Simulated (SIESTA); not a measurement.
Crystal: ZnBi3.

```xyz
4
Lattice="4.8732 0.0000 0.0000 0.0000 4.8732 0.0000 0.0000 0.0000 4.8732" Properties=species:S:1:pos:R:3 pbc="T T T"
Bi    2.4366    2.4366    0.0000
Bi    2.4366    0.0000    2.4366
Bi    0.0000    2.4366    2.4366
Zn    0.0000    0.0000    0.0000
```

The cell comes from a database or a generator and needn't be the stable form of this composition.

- Program: SIESTA 5.4.2
- Task: single point
- Functional: PBE
- Potentials or basis: PseudoDojo 0.4 standard (PBE files)
- Basis: DZP (energy shift 0.003 Ry; two zetas on semicore shells)
- Grid cutoff: 800 Ry
- Energy shift: 0.003 Ry
- k mesh: 6 × 6 × 6
- Occupations: fermi-dirac, width 0.05 eV
- Spin: no spin polarisation

On this cell: pressure 0.5 GPa; largest force zero by symmetry; band gap on the k mesh none (metal or under the smearing width).

The same run follows on a disturbed copy (atoms moved at random, drawn with an rms of 0.05 Å):

```
CELL_PARAMETERS angstrom
4.87316 0.00000 0.00000
0.00000 4.87316 0.00000
0.00000 0.00000 4.87316
ATOMIC_POSITIONS crystal
Bi 0.50127 0.50343 0.00775
Bi 0.50217 0.99007 0.50443
Bi 0.99079 0.50316 0.49957
Zn 0.99911 0.00130 0.99692
```

Question: What changes?

Answer: The energy (extrapolated to zero smearing) moves by +3.7 meV/atom; pressure 0.6 GPa; largest force 0.262 eV/Å; band gap on the k mesh none (metal or under the smearing width).

Forces in eV/Å, atoms in the order of the input:
```
Bi  -0.119 -0.136 -0.086
Bi  -0.109  0.233  0.046
Bi   0.197 -0.140  0.033
Zn   0.031  0.044  0.008
```

Stress tensor (GPa, compression positive):
```
 0.65 -0.05  0.04
-0.05  0.62  0.03
 0.04  0.03  0.64
```

Caveats: short orbitals over semicore shells can move pressures by several GPa; the valence orbitals were made in a potential fitted to the semicore shell under them, which widens gaps by tenths of an eV or more; spin-orbit coupling is left out, which moves the levels of the heavy elements; the basis of atomic orbitals isn't converged, which shifts pressures, moduli and gaps.
